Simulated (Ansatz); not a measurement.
Run this with the Python package of Ansatz (0.2.0) and show what comes out.

Script `run_opt.py`:
```python
"""Relax the CH4F2OSi2 molecule."""

from dataclasses import dataclass

import ansatz as az
import numpy as np


@dataclass(frozen=True)
class RunConfig:
    basis: str = "def2-SVP"
    functional: str = "PBE0"


cfg = RunConfig()

system = (
    az.Crystal.molecule()
    .atom("O", (-1.101, -1.557, 0.8935))
    .atom("C", (-0.4836, -0.6262, 0.3694))
    .atom("Si", (0.0103, -0.6894, -1.4099))
    .atom("Si", (0.1527, 0.8775, 1.2978))
    .atom("F", (1.6802, 0.9877, 1.2067))
    .atom("F", (-0.5524, 2.2073, 0.6458))
    .atom("H", (-0.296, 0.5494, -2.1307))
    .atom("H", (-0.5433, -1.8028, -2.1445))
    .atom("H", (1.519, -0.8418, -1.4875))
    .atom("H", (-0.3028, 0.8442, 2.7624))
)

calc = system.calculation()
calc = calc.basis(gaussian=cfg.basis)
calc = calc.functional(cfg.functional)
symbols = [site.symbol for site in system.cartesian_sites]
start = np.array([site.position_ang for site in system.cartesian_sites], dtype=float)
r = calc.relax(force_tolerance=0.02, max_steps=100).run().report
end = np.array(r["positions_ang"])

for key in ("converged", "free_energy_ev", "reference_energy_ev", "n_frozen", "n_occupied", "n_virtual"):
    print(f"{key:22s} {r[key]}")

print("final positions (A) and the move of each atom")
for symbol, xyz, old in zip(symbols, end, start):
    print(f"{symbol:2s} {xyz[0]:10.5f} {xyz[1]:10.5f} {xyz[2]:10.5f}   {np.linalg.norm(xyz - old):7.4f}")
```

```console
$ python run_opt.py
converged              True
free_energy_ev         -24313.297294194846
reference_energy_ev    -24313.297294194846
n_frozen               0
n_occupied             [32, 32]
n_virtual              [80, 80]
final positions (A) and the move of each atom
O    -1.22488   -1.37929    0.82126    0.2284
C    -0.49006   -0.55789    0.31013    0.0907
Si    0.15924   -0.78408   -1.51380    0.2048
Si    0.03834    0.94490    1.39221    0.1629
F     1.48326    1.43624    0.85874    0.6009
F    -0.99704    2.15591    1.13691    0.6645
H     0.23148    0.55071   -2.17879    0.5297
H    -0.75002   -1.70911   -2.24584    0.2486
H     1.53468   -1.35912   -1.41799    0.5222
H     0.09809    0.65062    2.84017    0.4519
```

Notes:
- Total energies depend on the basis set; only differences at equal settings carry meaning.
- The end point is the stationary point reached from this start; no frequency run checks that it is a minimum, and the basis set is modest.
- It ran for 4.4 min on 1 thread of Arm Neoverse N1 (shared host), peak memory 0.33 GiB.
